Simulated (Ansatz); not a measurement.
# GePH3 (singlet): from Hartree-Fock to the top rungs, cc-pVDZ

The task here is to estimate one member of a computed series from the others.

Method: cc-pVDZ, core rule «outside noble gas», up to 19 orbitals frozen; program: Ansatz 0.2.0, Gaussian basis.

The runs, in order: UHF; CCSD(T) on RHF; CCSD(T) on UHF; BCCD(T) on RHF; CISD; CCSDT(Q) on RHF; CCSDT(Q) on UHF; CCSDTQ on RHF; CASSCF and MRCISD+Q, 12 electrons in 11 orbitals; CASSCF and MRCISD+Q(relaxed), 12 electrons in 11 orbitals; CASSCF and NEVPT2, 12 electrons in 11 orbitals.

2 further runs of the same task are left out: 2 set aside as unsound or not needed.

## What is computed

The geometry is a PBE0/def2-TZVP stationary point (not a proven minimum). No spin-orbit coupling is included. The filled d shell of Ge may be among the frozen orbitals whatever the setting's name suggests; the logs give the count.

5 atoms, charge 0, spin multiplicity 1.

Atoms are counted from 1 here; the program's logs count them from 0.

Bond lengths: Ge1–P2 2.302 Å, Ge1–H3 1.594 Å, P2–H4 1.413 Å, P2–H5 1.413 Å. Angles: P2–Ge1–H3 89.1°, Ge1–P2–H4 105.5°, Ge1–P2–H5 103.2°, H4–P2–H5 98.9°.

The first run:

Contents of in.yaml:

```yaml
crystal:
  periodic: [false, false, false]
  atoms:
    - {symbol: Ge, position_ang: [-0.022273, -0.031961, 0.718401]}
    - {symbol: P, position_ang: [0.098532, 0.026889, -1.580154]}
    - {symbol: H, position_ang: [0.031756, 1.560624, 0.737249]}
    - {symbol: H, position_ang: [-0.813254, 1.028626, -1.981686]}
    - {symbol: H, position_ang: [-0.641236, -1.112189, -1.971370]}
basis:
  gaussian: {orbitals: cc-pVDZ}
magnetization: {spin_polarized: true, initial_magnetization: 0}
hamiltonian: {xc: hf}
output: {orbitals: {seedname: orbitals}}
```

Command:

```
> ansatz run in.yaml --threads 1 --pin off --events-out ev --progress --plain --max-ram 4096MiB --backend cpu
```

Steps of the session up to this table: UHF; CCSD(T) on RHF; CCSD(T) on UHF; BCCD(T) on RHF; CISD; CCSDT(Q) on RHF; CCSDT(Q) on UHF; CCSDTQ on RHF; CASSCF and MRCISD+Q, 12 electrons in 11 orbitals; CASSCF and MRCISD+Q(relaxed), 12 electrons in 11 orbitals; CASSCF and NEVPT2, 12 electrons in 11 orbitals.

One of the session's tables, all rows but one given; the rest of the session is left out.

It belongs to the step «Misses and costs». 

```
                   method  from RCCSDTQ (meV)
                      RHF             +6897.5
                      UHF             +6894.3
                     RMP2                   ?
                     CISD              +893.8
                    RCCSD              +254.7
                 RCCSD(T)               +47.1
                  BCCD(T)               +45.6
                   RCCSDT               +14.5
                RCCSDT(Q)                +0.2
                  RCCSDTQ                   0
           CASSCF valence             +4654.8
           NEVPT2 valence             +1151.6
           MRCISD valence              +396.3
         MRCISD+Q valence               +38.5
MRCISD+Q(relaxed) valence                -7.1
```

**Question.** Estimate the row for RMP2.

**Answer.** from RCCSDTQ (meV): +1372.7. In the column «from RCCSDTQ (meV)» it lies between NEVPT2 valence (+1151.6) and CASSCF valence (+4654.8).
